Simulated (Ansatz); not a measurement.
Consider a check of PAW against all-electron LAPW of LiRh, space group P-6m2 (the Ansatz DFT code, driven from Python).

Script `run_paw_lapw.py`:
```python
"""PAW against all-electron LAPW for LiRh."""

import ansatz as az
import numpy as np


def count_gap(report):
    # lowest empty less highest filled band, counting bands; zero where they overlap
    return max(report.get("gap_by_band_count_ev") or 0.0, 0.0)

lattice = az.Lattice.of(
    [2.6523, 0.0, 0.0],
    [-1.32615, 2.29696, 0.0],
    [0.0, 0.0, 4.326604],
)
sites = [
    ("Li", [0.0, 0.0, 0.5]),
    ("Rh", [2 / 3, 1 / 3, 0.0]),
]
cell = az.Crystal(lattice=lattice)
for symbol, position in sites:
    cell = cell.atom(symbol, position)

job = (
    cell.calculation()
    .kpoints(12, 12, 7)
    .occupations("Marzari-Vanderbilt", width=0.15)
    .scf(tolerance=1e-08, extra_bands=16)
    .functional("PBEsol")
    .stress()
    .forces()
    .band_table()
)
variants = {
    "PAW": job.pseudopotentials("paw"),
    "LAPW": job.pseudopotentials("all_electron", lapw=True),
}
# totals differ by the cores that each treatment holds, so compare what does not depend on them
rows = []
for label, variant in variants.items():
    rep = variant.run().report
    levels = np.array(rep["eigenvalues_ev"][0]) - rep["fermi_energy_ev"]
    print(label, "levels at the first k-point near E_F:", np.round(levels[np.abs(levels) < 5], 3))
    rows.append((label, rep["n_electrons"], np.trace(rep["stress_gpa"]) / 3, count_gap(rep)))
print("     treatment  electrons in bands           P GPa  gap by band count eV")
for row in rows:
    print(f"{str(row[0]):>14s}  {row[1]:18.1f}  {row[2]:14.3f}  {row[3]:20.3f}")
```

How well do the two treatments of the cores agree on the pressure?

PAW gives -3.125 GPa and LAPW -3.136 GPa, 0.011 GPa apart. They took 2.3 and 37.2 s of processor time.

What the script printed:

```console
$ python run_paw_lapw.py
DeckWarning: basis.ecutwfc = 420 eV, auto-derived from the records' recommended cutoffs: set by Li (normal level)
DeckWarning: output.stress: scf.convergence.dr2_threshold = 1e-8 eV is looser than the 2e-10 eV advised for a printed stress (1e-10 eV for each atom of the cell: 2). What an SCF threshold leaves in a stress goes as its square root, and in the free energy as the threshold itself, and one threshold admits the most on a [...]
PAW levels at the first k-point near E_F: [-3.627 -2.186 -2.186  0.245  0.245  0.734]
LAPW levels at the first k-point near E_F: [-3.628 -2.179 -2.179  0.246  0.246  0.732]
     treatment  electrons in bands           P GPa  gap by band count eV
           PAW                20.0          -3.125                 0.000
          LAPW                36.0          -3.136                 0.000
```
(Warnings from the package without file and line, shortened.)

Reading the output:
- These settings explore the input space; cutoff and mesh may be short of convergence.
- Spin is left out of this run.
- For a metal this k-point mesh is coarse: on a finer one energies can move by several to tens of meV an atom and pressures by half a GPa or more, differences at one mesh by less.
- A gap by band count of zero or less means overlapping bands, a metal.
- The structure comes from a database of computed cells and needn't be a stable or known phase.
- Gaps and levels are Kohn-Sham values on a finite set of k-points, without spin-orbit coupling.
- Pressure is positive in compression; the treatments may keep other shells as core, so totals and counts of electrons can differ.
- Run time: 47 s on 1 thread of Intel(R) Xeon(R) Platinum 8488C (Sapphire Rapids), with other jobs on the host, peak memory 0.63 GiB.

(A comment or docstring line of the script was reworded after the run, the code is as it ran; lines on the test bed's own set-up are left out of the output.)
